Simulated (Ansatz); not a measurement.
# TaGa2: the cost of one run

Method: DFT PBE, scalar-relativistic, plane waves, PAW, in Ansatz 0.2.0.

## Step 1: The starting structure

The structure is cubic, space group Fd-3m (No. 227). The conventional cell has a = 7.936 Å, b = 7.936 Å, c = 7.936 Å, α = 90.00°, β = 90.00°, γ = 90.00°. Around Ta (site symmetry -43m) lie 12 Ga at 3.29 Å and 4 Ta at 3.44 Å. Around Ga (site symmetry -3m) lie 6 Ga at 2.81 Å and 6 Ta at 3.29 Å.

As a file:

```cif
data_structure
_symmetry_space_group_name_H-M 'Fd-3m:1'
_symmetry_Int_Tables_number 227
_cell_length_a 7.9356
_cell_length_b 7.9356
_cell_length_c 7.9356
_cell_angle_alpha 90.000
_cell_angle_beta 90.000
_cell_angle_gamma 90.000
_cell_volume 499.74
loop_
_atom_site_label
_atom_site_type_symbol
_atom_site_symmetry_multiplicity
_atom_site_Wyckoff_symbol
_atom_site_fract_x
_atom_site_fract_y
_atom_site_fract_z
_atom_site_occupancy
Ta1 Ta 8 b 0.25000 0.75000 0.25000 1
Ga1 Ga 16 c 0.37500 0.12500 0.37500 1
```

A structure generator made this guess: species swapped into a database cell of TiBe2 (Fd-3m, No. 227), with Ta on the Ti sites and Ga on the Be sites. The dimensions are guesses.

## Step 2: Probe: one point on a coarse mesh

input.yaml reads:

```yaml
crystal:
  lattice:
    - [0.0, 3.96781207, 3.96781207]
    - [3.96781207, 0.0, 3.96781207]
    - [3.96781207, 3.96781207, 0.0]
  atoms:
    - { symbol: Ta, position: [0.25, 0.25, 0.25] }
    - { symbol: Ta, position: [0.0, 0.0, 0.0] }
    - { symbol: Ga, position: [0.625, 0.125, 0.625] }
    - { symbol: Ga, position: [0.625, 0.625, 0.125] }
    - { symbol: Ga, position: [0.125, 0.625, 0.625] }
    - { symbol: Ga, position: [0.625, 0.625, 0.625] }
basis:
  ecutwfc: 420
kpoints:
  mp_grid: { grid: [4, 4, 4] }
hamiltonian:
  xc: pbe
scf:
  occupations: { method: gaussian, width: 0.1 }
  lower_state_search: "off"
output:
  forces: true
  stress: true
  eigenvalues: true
```

The run is started by

```console
ansatz run input.yaml --threads 1 --pin off --max-ram 2560MiB --backend cpu --events-out ev --progress --plain --runs-dir out
```

**Question.** How long does this run take on 1 thread of Intel Xeon at 2.50GHz (Skylake/Cascade Lake), shared host, and how much memory does it need?

About 6.3 s, with a peak of 0.41 GiB.
